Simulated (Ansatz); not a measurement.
**C₂H₆BFSSi: one species, many methods**

An exercise on one series of results from a longer session: the logs are not shown, and one member is left open.

Method: functionals in def2-TZVPP, the program's frozen cores in correlated methods; program: Ansatz 0.2.0, Gaussian basis.

The runs, in order: PBE-D4, r2SCAN-D4, PBE0-D4, B3LYP-D4, ωB97X-V, ωB97M-V, B2PLYP; CCSD(T)/def2-TZVPP; MP2/def2-QZVPP; extrapolation to the limit.

### Structure used throughout

An earlier PBE0-D4 in a triple-zeta def2 set relaxation fixed the geometry.

12 atoms, charge 0, spin multiplicity 1.

Atoms are counted from 1 here; the program's logs count them from 0.

Bond lengths: F1–C2 1.385 Å, C2–Si3 1.871 Å, C2–B5 1.526 Å, C2–C6 1.541 Å, Si3–S4 2.129 Å, Si3–H7 1.487 Å, Si3–H8 1.484 Å, S4–H9 1.344 Å, B5–C6 1.518 Å, B5–H10 1.183 Å, C6–H11 1.085 Å, C6–H12 1.094 Å. Angles: F1–C2–Si3 113.1°, F1–C2–B5 119.8°, F1–C2–C6 118.7°, Si3–C2–B5 121.5°, Si3–C2–C6 113.6°, B5–C2–C6 59.3°, C2–Si3–S4 112.9°, C2–Si3–H7 106.3°, C2–Si3–H8 110.6°, S4–Si3–H7 112.2°, S4–Si3–H8 104.7°, H7–Si3–H8 110.1°, Si3–S4–H9 94.5°, C2–B5–C6 60.8°, C2–B5–H10 148.4°, C6–B5–H10 147.2°, C2–C6–B5 59.8°, C2–C6–H11 117.4° and more.

The first run:

The input, in.yaml:

```yaml
crystal:
  periodic: [false, false, false]
  atoms:
    - {symbol: F, position_ang: [-1.653226, 0.072469, -1.068763]}
    - {symbol: C, position_ang: [-0.381743, 0.127921, -0.522879]}
    - {symbol: Si, position_ang: [-0.181198, -0.963704, 0.982983]}
    - {symbol: S, position_ang: [-1.527222, -0.462483, 2.555105]}
    - {symbol: B, position_ang: [0.477255, 1.373233, -0.724012]}
    - {symbol: C, position_ang: [0.833392, 0.099627, -1.470207]}
    - {symbol: H, position_ang: [1.240797, -0.842809, 1.401023]}
    - {symbol: H, position_ang: [-0.497468, -2.375045, 0.651881]}
    - {symbol: H, position_ang: [-1.052809, 0.785900, 2.706638]}
    - {symbol: H, position_ang: [0.574232, 2.550280, -0.663151]}
    - {symbol: H, position_ang: [1.601494, -0.641217, -1.274332]}
    - {symbol: H, position_ang: [0.643398, 0.220628, -2.540284]}
basis:
  gaussian: {orbitals: def2-TZVPP}
hamiltonian: {xc: pbe, dispersion: d4}
output: {forces: true, orbitals: {seedname: orbitals}}
```

Started as:

```sh
$ ansatz run in.yaml --threads 4 --pin off --events-out ev --progress --plain --max-ram 10444MiB
```

Among the steps run: PBE-D4 (GGA); r2SCAN-D4 (meta-GGA); PBE0-D4 (hybrid); B3LYP-D4 (hybrid); ωB97X-V (range-separated); ωB97M-V (range-separated); B2PLYP (double hybrid); CCSD(T) in def2-TZVPP; MP2 in def2-QZVPP.

One table of the session follows, with a row left open; its other results are not shown here.

```
            method  atomisation energy (kJ/mol)
            PBE-D4                       4389.0
         r2SCAN-D4                       4322.6
           PBE0-D4                       4316.6
          B3LYP-D4                       4279.7
           ωB97X-V                       4315.9
           ωB97M-V                            ?
            B2PLYP                       4227.0
     HF/def2-TZVPP                       3129.7
    MP2/def2-TZVPP                       4237.1
   CCSD/def2-TZVPP                       4082.9
CCSD(T)/def2-TZVPP                       4151.6
           MP2/CBS                       4354.5
       CCSD(T)/CBS                       4269.0
```

Estimate the missing values for ωB97M-V.

The run gave: atomisation energy (kJ/mol): 4314.5. In the column «atomisation energy (kJ/mol)» it lies between B3LYP-D4 (4279.7) and ωB97X-V (4315.9).
